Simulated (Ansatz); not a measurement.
What does this script print? It uses Ansatz's Python interface.

Script `states_bbrh.py`:
```python
"""Does a wider search find a lower mean-field state of BBrH?"""

import ansatz as az
import numpy as np

GEOMETRY = """
B    -0.09240   -0.60020   -0.12410
Br    1.22280    0.60910    0.73810
H    -1.14140   -0.07370   -0.62730
"""

system = az.Crystal.molecule()
for line in GEOMETRY.strip().splitlines():
    symbol, *xyz = line.split()
    system = system.atom(symbol, [float(v) for v in xyz])
symbols = [site.symbol for site in system.cartesian_sites]

start = np.array([site.position_ang for site in system.cartesian_sites])
for factor in [1.0, 1.25, 1.6]:
    xyz = (start - start.mean(axis=0)) * factor
    scaled = az.Crystal.molecule()
    for symbol, place in zip(symbols, xyz):
        scaled = scaled.atom(symbol, place.tolist())
    base = scaled.calculation().basis(gaussian="def2-SVP").functional("hf").spin("collinear", total=1)
    for search in ("off", "standard"):
        try:
            summary = base.scf(lower_state_search=search).run().report
        except az.AnsatzError as error:
            print(f"x{factor} search {search}: {type(error).__name__}")
            continue
        state = summary["mean_field"]["state"]
        print(f"all distances x{factor}, search {search:8s} E = {summary['free_energy_ev']:.5f} eV  <S^2> = {abs(state['spin_squared']):.3f}  other states met: {len(summary['mean_field']['others'])}")
```

```console
$ python states_bbrh.py
all distances x1.0, search off      E = -70676.13509 eV  <S^2> = 0.754  other states met: 0
all distances x1.0, search standard E = -70676.13509 eV  <S^2> = 0.754  other states met: 0
all distances x1.25, search off      E = -70673.53447 eV  <S^2> = 0.790  other states met: 0
all distances x1.25, search standard E = -70673.53447 eV  <S^2> = 0.790  other states met: 4
all distances x1.6, search off      E = -70670.92223 eV  <S^2> = 1.397  other states met: 0
all distances x1.6, search standard E = -70670.92223 eV  <S^2> = 1.397  other states met: 9
```

Total energies depend on the basis set; only differences at equal settings carry meaning. The count of other states can hold repeated and symmetry-equivalent ends of the search; scaling all distances is a test, and for more than two atoms no physical path. The geometry comes from a force field and isn't relaxed at this level. The run takes the species as open-shell (spin multiplicity 2), which needn't be its ground state. The expectation value of S² is noticeably off S(S+1) in at least one run, so that state is spin-contaminated. Run time: 8.4 s on 1 thread of AMD EPYC 9B14 (Zen 4), on a shared host, peak memory 0.18 GiB.
